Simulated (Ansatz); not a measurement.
# B2H5NO: the cost of one run

All numbers below are computed with Ansatz 0.2.0 (RKS B3LYP/def2-mTZVP).

## (1) The system as given

Bond lengths: B1–B2 1.625 Å, B2–N3 1.508 Å, B2–O4 1.414 Å, B1–H5 1.177 Å, B1–H6 1.254 Å, N3–H7 1.010 Å, N3–H8 1.023 Å, O4–H9 1.038 Å. Angles: B1–B2–N3 118.3°, B1–B2–O4 121.4°, N3–B2–O4 120.1°, B2–B1–H5 124.1°, B2–B1–H6 119.1°, H5–B1–H6 116.5°, B2–N3–H7 110.2°, B2–N3–H8 109.3°, H7–N3–H8 109.8°, B2–O4–H9 106.1°.

As a file:

```xyz
9

B     0.2701    1.3145   -0.6135
B     0.0111   -0.0071    0.2959
N     0.7525   -1.2725   -0.0539
O    -0.8024    0.0417    1.4511
H     0.9543    1.3336   -1.5708
H    -0.3642    2.3649   -0.3574
H     0.4671   -1.6034   -0.9648
H     0.5549   -1.9855    0.6521
H    -1.7548   -0.2325    1.1442
```

## (2) End point A

File input.yaml:

```yaml
crystal:
  periodic: [false, false, false]
  atoms:
    - { symbol: B, position_ang: [0.2701, 1.3145, -0.6135] }
    - { symbol: B, position_ang: [0.0111, -0.0071, 0.2959] }
    - { symbol: "N", position_ang: [0.7525, -1.2725, -0.0539] }
    - { symbol: O, position_ang: [-0.8024, 0.0417, 1.4511] }
    - { symbol: H, position_ang: [0.9543, 1.3336, -1.5708] }
    - { symbol: H, position_ang: [-0.3642, 2.3649, -0.3574] }
    - { symbol: H, position_ang: [0.4671, -1.6034, -0.9648] }
    - { symbol: H, position_ang: [0.5549, -1.9855, 0.6521] }
    - { symbol: H, position_ang: [-1.7548, -0.2325, 1.1442] }
basis:
  gaussian: { orbitals: def2-mTZVP }
hamiltonian:
  xc: b3lyp
relax:
  f_tol: 0.02
  max_steps: 50
```

Started as:

```console
ansatz run input.yaml --threads 2 --pin off --max-ram 3072MiB --backend cpu --events-out ev --progress --plain --runs-dir out
```

**Question.** How long does this run take on 2 threads of Intel Xeon 6975P-C (Granite Rapids), shared host, and how much memory does it need?

About 23 s, with a peak of 0.18 GiB.
